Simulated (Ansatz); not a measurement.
# CsRb2MoF6: the cost of one run

Program: Ansatz 0.2.0. Level of theory: DFT PBEsol, scalar-relativistic, plane waves, PAW. These are calculated values, not measurements.

## 1. The structure to begin with

The structure is cubic, space group Fm-3m (No. 225). Conventional cell: a = 9.734 Å, b = 9.734 Å, c = 9.734 Å, α = 90.00°, β = 90.00°, γ = 90.00°. Cs (site symmetry m-3m) has 6 F at 2.79 Å in its first shell of neighbours. Rb (site symmetry -43m) has 12 F at 3.46 Å in its first shell of neighbours. Mo (site symmetry m-3m) is surrounded by 6 F at 2.08 Å. F (site symmetry 4mm) has 1 Mo at 2.08 Å and 1 Cs at 2.79 Å in its first shell of neighbours.

As a file:

```
Cs Rb Mo F
1.0
     0.00000    4.86689    4.86689
     4.86689    0.00000    4.86689
     4.86689    4.86689    0.00000
Cs Rb Mo F
1 2 1 6
Cartesian
  4.8669 4.8669 4.8669
  2.4334 2.4334 2.4334
  7.3003 7.3003 7.3003
  0.0000 0.0000 0.0000
  4.8669 4.8669 2.0767
  7.6571 4.8669 4.8669
  4.8669 4.8669 7.6571
  4.8669 2.0767 4.8669
  4.8669 7.6571 4.8669
  2.0767 4.8669 4.8669
```

(A quick probe on a coarse mesh, which set the mesh and smearing, is not shown.)

## 3. Relaxing cell and atoms

input.yaml reads:

```yaml
crystal:
  lattice:
    - [0.0, 4.8668929232, 4.8668929232]
    - [4.8668929232, 0.0, 4.8668929232]
    - [4.8668929232, 4.8668929232, 0.0]
  atoms:
    - { symbol: Cs, position: [0.5, 0.5, 0.5] }
    - { symbol: Rb, position: [0.25, 0.25, 0.25] }
    - { symbol: Rb, position: [0.75, 0.75, 0.75] }
    - { symbol: Mo, position: [0.0, 0.0, 0.0], spin: 1.86 }
    - { symbol: F, position: [0.213348, 0.213348, 0.786652] }
    - { symbol: F, position: [0.213348, 0.786652, 0.786652] }
    - { symbol: F, position: [0.786652, 0.786652, 0.213348] }
    - { symbol: F, position: [0.213348, 0.786652, 0.213348] }
    - { symbol: F, position: [0.786652, 0.213348, 0.786652] }
    - { symbol: F, position: [0.786652, 0.213348, 0.213348] }
basis:
  ecutwfc: 420
kpoints:
  mp_grid: { grid: [6, 6, 6] }
hamiltonian:
  xc: pbesol
scf:
  occupations: { method: gaussian, width: 0.02 }
output:
  forces: true
  stress: true
  eigenvalues: true
  populations: true
magnetization:
  spin_polarized: true
relax:
  adjacent_minimum: "off"
  f_tol: 0.01
  max_steps: 80
  cell: { stress_tol: 0.05 }
```

Started as:

```sh
> ansatz run input.yaml --threads 1 --pin off --max-ram 2560MiB --backend cpu --events-out ev --progress --plain --runs-dir out
```

**Question.** How long does this run take on 1 thread of Arm Neoverse V2, shared host, and how much memory does it need?

About 3 min, with a peak of 0.72 GiB.
